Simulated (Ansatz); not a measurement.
# C4H12ClN2Sc: the cost of one run

Computed with Ansatz 0.2.0, Gaussian basis. Level: the settings change from run to run.

### Step 1. The geometry

The structure was relaxed beforehand with PBE0-D4 in a triple-zeta def2 set.

SMILES `C[N](C)[Sc]([Cl])[N](C)C`, 20 atoms, charge 0, spin multiplicity 1.

Atoms are counted from 1 here; the program's logs count them from 0.

Bond lengths: C1–N2 1.446 Å, C1–H9 1.100 Å, C1–H10 1.096 Å, C1–H11 1.100 Å, N2–C3 1.439 Å, N2–Sc4 1.972 Å, C3–H12 1.093 Å, C3–H13 1.101 Å, C3–H14 1.101 Å, Sc4–Cl5 2.350 Å, Sc4–N6 1.972 Å, N6–C7 1.446 Å, N6–C8 1.439 Å, C7–H15 1.100 Å, C7–H16 1.096 Å, C7–H17 1.100 Å, C8–H18 1.101 Å, C8–H19 1.101 Å and more. Angles: N2–C1–H9 111.8°, N2–C1–H10 111.1°, N2–C1–H11 111.8°, H9–C1–H10 107.4°, H9–C1–H11 107.2°, H10–C1–H11 107.4°, C1–N2–C3 111.6°, C1–N2–Sc4 117.5°, C3–N2–Sc4 130.9°, N2–C3–H12 111.3°, N2–C3–H13 111.8°, N2–C3–H14 111.8°, H12–C3–H13 107.4°, H12–C3–H14 107.4°, H13–C3–H14 107.0°, N2–Sc4–Cl5 119.8°, N2–Sc4–N6 120.3°, Cl5–Sc4–N6 119.8° and more.

### Step 2. wB97X/def2-SVP

This run has unrestricted orbitals.

in.yaml reads:

```yaml
crystal:
  periodic: [false, false, false]
  atoms:
    - {symbol: C, position_ang: [1.812767, -0.400628, -2.425535]}
    - {symbol: N, position_ang: [1.193102, -0.499786, -1.122307]}
    - {symbol: C, position_ang: [1.849129, -1.479566, -0.297621]}
    - {symbol: Sc, position_ang: [-0.350510, 0.671150, -0.757504]}
    - {symbol: Cl, position_ang: [-1.116991, 2.146920, -2.418153]}
    - {symbol: N, position_ang: [-1.253057, 0.612064, 0.994277]}
    - {symbol: C, position_ang: [-2.377655, 1.498965, 1.196647]}
    - {symbol: C, position_ang: [-0.989992, -0.184225, 2.163542]}
    - {symbol: H, position_ang: [2.870649, -0.106545, -2.353326]}
    - {symbol: H, position_ang: [1.306988, 0.347049, -3.046623]}
    - {symbol: H, position_ang: [1.777250, -1.357048, -2.968482]}
    - {symbol: H, position_ang: [1.376178, -1.550678, 0.685512]}
    - {symbol: H, position_ang: [2.909634, -1.233496, -0.135359]}
    - {symbol: H, position_ang: [1.817943, -2.482190, -0.750736]}
    - {symbol: H, position_ang: [-3.299907, 0.943593, 1.424272]}
    - {symbol: H, position_ang: [-2.570761, 2.101084, 0.301823]}
    - {symbol: H, position_ang: [-2.203283, 2.195779, 2.030226]}
    - {symbol: H, position_ang: [-0.758725, 0.440261, 3.039946]}
    - {symbol: H, position_ang: [-1.853643, -0.810515, 2.434535]}
    - {symbol: H, position_ang: [-0.139106, -0.852178, 2.004875]}
basis:
  gaussian: {orbitals: def2-SVP}
magnetization: {spin_polarized: true, initial_magnetization: 0}
hamiltonian: {xc: {name: wB97X}}
```

On the command line:

```console
ansatz run in.yaml --threads 4 --pin off --events-out ev --progress --plain --max-ram 46080MiB --backend cpu
```

**Question.** How long does this run take on 4 threads of AMD EPYC 7R13, shared host, and how much memory does it need?

About 39 s, with a peak of 1.5 GiB.
